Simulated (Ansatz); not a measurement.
# CH₃AlF₂: a ladder of functionals and wavefunction methods

An exercise on one series of results from a longer session: the logs are not shown, and one member is left open.

Computed with Ansatz 0.2.0, Gaussian basis. Level: functionals in def2-TZVPP, the program's frozen cores in correlated methods.

Plan: LDA (SPW92), PBE-D4, revPBE-D4, BLYP-D4, r2SCAN-D4, B97M-V, PBE0-D4, B3LYP-D4, r2SCANh-D4, r2SCAN0-D4, HSE06-D4, BHLYP-D4, CAM-B3LYP-D4, LC-ωPBE, ωB97X-V, ωB97M-V, B2PLYP, PBE-QIDH; CCSD(T)/def2-SVP; CCSD(T)/def2-TZVPP; MP2/def2-QZVPP; extrapolation to the limit; RPA on PBE.

## Structure used throughout

The geometry comes from an earlier relaxation with PBE0-D4 in a triple-zeta def2 set; it is a stationary point, not always the lowest conformer.

SMILES `F[CH](F)[AlH2]`, 7 atoms, charge 0, spin multiplicity 1.

Atoms are counted from 1 here; the program's logs count them from 0.

Bond lengths: F1–C2 1.330 Å, C2–F3 1.553 Å, C2–Al4 1.969 Å, C2–H5 1.092 Å, Al4–H6 1.577 Å, Al4–H7 1.579 Å. Angles: F1–C2–F3 105.4°, F1–C2–Al4 123.5°, F1–C2–H5 108.8°, F3–C2–Al4 66.5°, F3–C2–H5 101.7°, Al4–C2–H5 127.7°, C2–Al4–H6 117.2°, C2–Al4–H7 116.6°, H6–Al4–H7 126.0°.

Set-up of the first run:

in.yaml

```yaml
crystal:
  periodic: [false, false, false]
  atoms:
    - {symbol: F, position_ang: [0.566433, -0.559430, 1.835762]}
    - {symbol: C, position_ang: [0.747195, -0.159828, 0.579858]}
    - {symbol: F, position_ang: [0.082580, -1.251915, -0.301399]}
    - {symbol: Al, position_ang: [-0.702151, 0.528348, -0.561326]}
    - {symbol: H, position_ang: [1.801200, -0.277693, 0.321065]}
    - {symbol: H, position_ang: [-2.150623, 0.570377, 0.060050]}
    - {symbol: H, position_ang: [-0.283435, 1.082043, -1.979711]}
basis:
  gaussian: {orbitals: def2-TZVPP}
hamiltonian: {xc: lda}
output: {orbitals: {seedname: orbitals}}
```

Run with:

```sh
$ ansatz run in.yaml --threads 2 --pin off --events-out ev --progress --plain --max-ram 4352MiB
```

Steps of the session up to this table: LDA; PBE-D4 (GGA); revPBE-D4 (GGA); BLYP-D4 (GGA); r2SCAN-D4 (meta-GGA); B97M-V (meta-GGA); B3LYP-D4 (hybrid); r2SCANh-D4 (hybrid); r2SCAN0-D4 (hybrid); HSE06-D4 (hybrid); BHLYP-D4 (hybrid); CAM-B3LYP-D4 (range-separated); LC-ωPBE (range-separated); ωB97X-V (range-separated); ωB97M-V (range-separated); B2PLYP (double hybrid); PBE-QIDH (double hybrid).

One table of the session follows, with a row left open; its other results are not shown here.

| functional | HOMO (eV) | gap (eV) |
| --- | --- | --- |
| LDA (SPW92) | -6.85 | 4.97 |
| PBE-D4 | -6.73 | 5.08 |
| revPBE-D4 | -6.67 | 5.14 |
| BLYP-D4 | -6.67 | 5.11 |
| r2SCAN-D4 | -7.05 | 5.80 |
| B97M-V | -7.19 | 5.69 |
| PBE0-D4 | -8.22 | 7.40 |
| B3LYP-D4 | -8.03 | 6.97 |
| r2SCANh-D4 | -7.60 | 6.64 |
| r2SCAN0-D4 | -8.44 | 7.87 |
| HSE06-D4 | -7.81 | 6.63 |
| BHLYP-D4 | -9.70 | 9.62 |
| CAM-B3LYP-D4 | -9.71 | 9.79 |
| LC-ωPBE | -11.04 | 12.26 |
| ωB97X-V | ? | ? |
| ωB97M-V | -10.55 | 11.32 |

Estimate the missing values for ωB97X-V.

The run gave: HOMO (eV): -10.69; gap (eV): 11.79. In the column «HOMO (eV)» it lies between LC-ωPBE (-11.04) and ωB97M-V (-10.55).
